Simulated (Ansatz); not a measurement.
Program: Ansatz.

input.yaml

```yaml
crystal:
  lattice:
    - [4.931211, 0.0, 0.0]
    - [2.251713, 4.392506, 0.0]
    - [1.680332, -0.060588, 4.932995]
  atoms:
    - { symbol: Li, position: [0.75376727, 0.92012067, 1.03254553] }
    - { symbol: Li, position: [0.03782251, 0.23467147, -0.02992148] }
    - { symbol: Li, position: [0.32305832, 0.54596572, -0.00803071] }
    - { symbol: Li, position: [0.01047368, 0.55743097, 0.45421776] }
    - { symbol: Mo, position: [0.36891293, 0.8339896, 0.48864237] }
    - { symbol: Mo, position: [0.63310158, 0.13770661, 0.53420062] }
    - { symbol: O, position: [0.8021689, 0.22990186, 0.7841458] }
    - { symbol: O, position: [0.04821731, 0.89508157, 0.23401906] }
    - { symbol: O, position: [0.22125454, 0.43440964, 0.72726592] }
    - { symbol: O, position: [0.4298133, 0.16467258, 0.2554367] }
    - { symbol: O, position: [0.62698118, 0.80443849, 0.75948883] }
    - { symbol: O, position: [0.69928143, 0.53918833, 0.21737968] }
basis:
  ecutwfc: 500.0
kpoints:
  mp_grid: { grid: [3, 2, 2] }
hamiltonian:
  xc: r2scan
  dispersion: d3bj
scf:
  occupations: { method: fermi_dirac, width: 0.36 }
  lower_state_search: "off"
md:
  timestep: 1.12
  n_steps: 300
  ensemble: npt_langevin
  temperature: 2940.0
  initial_velocities: maxwell_boltzmann
  seed: 223483
  friction: 0.02
  pressure: 20.0
  fix_cell: [angles]
```

Launched with:

```bash
$ ansatz run input.yaml --threads 1 --pin off --max-ram 3072MiB --backend cpu --events-out ev --progress --plain --runs-dir out
```

What happens?

The input was rejected before any iteration.

```
Error: invalid value for `md.fix_cell`: [angles] moves the lengths of a cell of three orthogonal vectors, or of a hexagonal pair and its axis, to one part in 10,000 — type the conventional cell (crystal.reduce_to_primitive: false), its vectors to more digits where they are rounded, or move the angles too (md.fix_cell: [])
```
